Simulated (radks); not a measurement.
# Ta²⁺ in [Xe] 4f14 5d3: an all-electron calculation

The task here is to estimate one member of a computed series from the others.

Program: radks (a radial shooting solver on a logarithmic mesh, Libxc functionals) version 1. Level of theory: scalar-relativistic Kohn-Sham, PBE, spin-unpolarised, spherical densities, point nucleus. These are calculated values, not measurements, unless marked.

## What is computed

```
element       : tantalum (Z = 73)
charge        : +2
electrons     : 71
configuration : [Xe] 4f14 5d3
```

The outer shells:

Ta²⁺
```
[Xe] core
4f [↑↓][↑↓][↑↓][↑↓][↑↓][↑↓][↑↓]
5d [↑ ][↑ ][↑ ][  ][  ]
```

The first run:

Settings of this run:

```text
Z 73
configuration [Xe] 4f14 5d3
relativity scalar-relativistic
functional pbe,pbe
spin unpolarised
nucleus point
c 137.035999084
```

One of the session's tables, all rows but one given; the rest of the session is left out.

It belongs to the step «Shells». Sizes of the orbitals, from the radial functions (bohr):

```
level      <r>  outermost maximum (interpolated)  90 % within  nodes
   1s  0.01866                            0.0117       0.0339      0
   2s  0.07894                            0.0668        0.122      1
   2p  0.07057                            0.0548        0.115      0
   3s   0.2048                             0.189        0.300      2
   3p   0.2049                             0.187        0.306      1
   3d   0.1856                             0.152        0.288      0
   4s   0.4587                             0.429        0.659      3
   4p   0.4877                             0.450        0.709      2
   4d   0.5230                             0.461        0.785      1
   5s    1.100                             0.989         1.58      4
   5p    1.291                              1.12         1.89      3
   4f   0.6391                             0.441         1.07      0
   5d        ?                                 ?            ?      ?
```

**Question.** Estimate the row for 5d.

As computed: <r>: 1.987; outermost maximum (interpolated): 1.55; 90 % within: 3.09; nodes: 2. In the column «<r>» it is the highest.

To keep in mind: Spin polarisation and multiplet splitting are left out.
